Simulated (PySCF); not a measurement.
# F₂H₂O₂Si: a look at the electrons

For F₂H₂O₂Si, the scripts below analyse its density (charges, bond critical points, surface potential), see where an electron leaves and enters and measure its response to a uniform field.

Program: PySCF 2.14.0. Level of theory: levels as typed in each script, gas phase, geometry from GFN2-xTB. These are calculated values, not measurements.

## Step 1: The system as given

7 atoms, charge 0, spin multiplicity 1.

Bond lengths: O1–Si2 1.604 Å, O1–H6 0.954 Å, Si2–O3 1.594 Å, Si2–F4 1.595 Å, Si2–F5 1.586 Å, O3–H7 0.953 Å. Angles: Si2–O1–H6 121.6°, O1–Si2–O3 111.6°, O1–Si2–F4 110.0°, O1–Si2–F5 112.5°, O3–Si2–F4 111.7°, O3–Si2–F5 107.5°, F4–Si2–F5 103.3°, Si2–O3–H7 122.1°.

As a file:

```
O    -0.74146   -1.41189    0.21322
Si    0.01875   -0.01488    0.00506
O     1.59962   -0.21049   -0.04890
F    -0.53088    0.71440   -1.30271
F    -0.29529    1.02457    1.16164
H    -1.69191   -1.45866    0.27532
H     1.99958   -1.00469   -0.39109
```

## Step 2: Density, bond paths and surface potential (PBE/def2-tzvp)

The input, input.py:

```python
import numpy as np
from pyscf import gto, scf, dft
from pyscf.scf import atom_ks, atom_hf
from scipy.linalg import block_diag

def solve(mol, dm0=None, hcore=None):
    mf = (dft.UKS if mol.spin else dft.RKS)(mol, xc='pbe')
    mf.grids.level = 3
    mf = mf.density_fit(auxbasis='def2-universal-jkfit')
    mf.conv_tol, mf.max_cycle = 1e-8, 80
    if hcore is not None:
        mf.get_hcore = lambda *args: hcore
    mf.kernel(dm0)
    if not mf.converged:
        mf = mf.newton().run(mf.mo_coeff, mf.mo_occ, max_cycle=30)
    assert mf.converged, 'SCF not converged'
    return mf

mol = gto.M(atom='''
O     -0.74146    -1.41189     0.21322
Si     0.01875    -0.01488     0.00506
O      1.59962    -0.21049    -0.04890
F     -0.53088     0.71440    -1.30271
F     -0.29529     1.02457     1.16164
H     -1.69191    -1.45866     0.27532
H      1.99958    -1.00469    -0.39109
''', basis='def2-tzvp', charge=0, spin=0, verbose=4)
mf = solve(mol)
mf.analyze()
# spherically averaged free atoms, for the promolecule
atm = atom_ks.get_atm_nrks(mol, xc='pbe')
pro = block_diag(*[(atm[a[0]][2] * atm[a[0]][3]) @ atm[a[0]][2].T for a in mol._atom])
np.savez('result.npz', e=mf.e_tot, c=mf.mo_coeff, occ=mf.mo_occ, eps=mf.mo_energy, pro=pro, dip=mf.dip_moment(verbose=0), s2=mf.spin_square()[0])
```

Started as:

```bash
> OMP_NUM_THREADS=1 python input.py
```

## Step 4: Removing and adding an electron (PBE/def2-tzvp)

input.py: that of step 2 with these lines changed.

```diff
@@ -28,3 +28,12 @@
 mf = solve(mol)
-mf.analyze()
+out = dict(e0=mf.e_tot, dm0=mf.make_rdm1(), c=mf.mo_coeff, occ=mf.mo_occ, eps=mf.mo_energy)
+for name, dq, spin in [('cation', 1, 1)]:
+    ion = mol.copy().set(charge=mol.charge + dq, spin=spin).build()
+    mi = solve(ion)
+    if spin and dq > 0 and mol.nao < 130:
+        c, _, stable, _ = mi.stability(return_status=True)
+        if not stable:
+            mi = solve(ion, mi.make_rdm1(c, mi.mo_occ))
+    print(name, 'vertical energy change / eV', (mi.e_tot - mf.e_tot) * 27.211386)
+    out.update({'e_' + name: mi.e_tot, 'dm_' + name: mi.make_rdm1(), 's2_' + name: mi.spin_square()[0], 'eps_' + name: mi.mo_energy, 'occ_' + name: mi.mo_occ})
 # spherically averaged free atoms, for the promolecule
@@ -32,2 +41,2 @@
 pro = block_diag(*[(atm[a[0]][2] * atm[a[0]][3]) @ atm[a[0]][2].T for a in mol._atom])
-np.savez('result.npz', e=mf.e_tot, c=mf.mo_coeff, occ=mf.mo_occ, eps=mf.mo_energy, pro=pro, dip=mf.dip_moment(verbose=0), s2=mf.spin_square()[0])
+np.savez('result.npz', pro=pro, **out)
```

## Step 6: Response to an electric field (PBE/def2-tzvp)

The input, input.py:

```python
import numpy as np
from pyscf import gto, scf, dft
from pyscf.scf import atom_ks, atom_hf
from scipy.linalg import block_diag

def solve(mol, dm0=None, hcore=None):
    mf = (dft.UKS if mol.spin else dft.RKS)(mol, xc='pbe')
    mf.grids.level = 3
    mf = mf.density_fit(auxbasis='def2-universal-jkfit')
    mf.conv_tol, mf.max_cycle = 1e-8, 80
    if hcore is not None:
        mf.get_hcore = lambda *args: hcore
    mf.kernel(dm0)
    if not mf.converged:
        mf = mf.newton().run(mf.mo_coeff, mf.mo_occ, max_cycle=30)
    assert mf.converged, 'SCF not converged'
    return mf

mol = gto.M(atom='''
O     -0.74146    -1.41189     0.21322
Si     0.01875    -0.01488     0.00506
O      1.59962    -0.21049    -0.04890
F     -0.53088     0.71440    -1.30271
F     -0.29529     1.02457     1.16164
H     -1.69191    -1.45866     0.27532
H      1.99958    -1.00469    -0.39109
''', basis='def2-tzvp', charge=0, spin=0, verbose=4)
field = np.array([0.004, 0.0, 0.0])  # atomic units
mol.set_common_orig(mol.atom_charges() @ mol.atom_coords() / mol.atom_charges().sum())
mf = solve(mol)
out = dict(dm0=mf.make_rdm1(), d0=mf.dip_moment(unit='AU'), e0=mf.e_tot)
for name, sign in (('p', 1), ('m', -1)):
    h = mf.get_hcore() + sign * np.einsum('x,xij->ij', field, mol.intor('int1e_r'))
    mi = solve(mol, mf.make_rdm1(), h)
    out.update({'dm' + name: mi.make_rdm1(), 'd' + name: mi.dip_moment(unit='AU'), 'e' + name: mi.e_tot})
# spherically averaged free atoms, for the promolecule
atm = atom_ks.get_atm_nrks(mol, xc='pbe')
pro = block_diag(*[(atm[a[0]][2] * atm[a[0]][3]) @ atm[a[0]][2].T for a in mol._atom])
np.savez('result.npz', pro=pro, **out)
```

(Steps that only read results are left out.)

What does the calculation give? Wanted: dipole moment; HOMO, LUMO; vertical ionisation energy; polarisability along the field.

The runs gave:

| quantity | value |
| --- | --- |
| dipole moment (PBE/def2-tzvp) | 2.45 D |
| HOMO, LUMO (PBE/def2-tzvp) | -8.30, -0.65 eV |
| vertical ionisation energy (PBE/def2-tzvp) | 11.96 eV |
| polarisability along the field (PBE/def2-tzvp) | 31.0 bohr³ |

**Reading.** At PBE/def2-tzvp: The highest Hirshfeld charge is on Si2 (+0.54 e), the lowest on O1 (−0.28 e). The ionisation energy from two SCF runs, 11.96 eV, lies 3.7 eV above −ε(HOMO) = 8.30 eV of the same level, PBE/def2-tzvp, since self-interaction lifts this functional's HOMO. All values hold at the given geometry, in the gas phase.
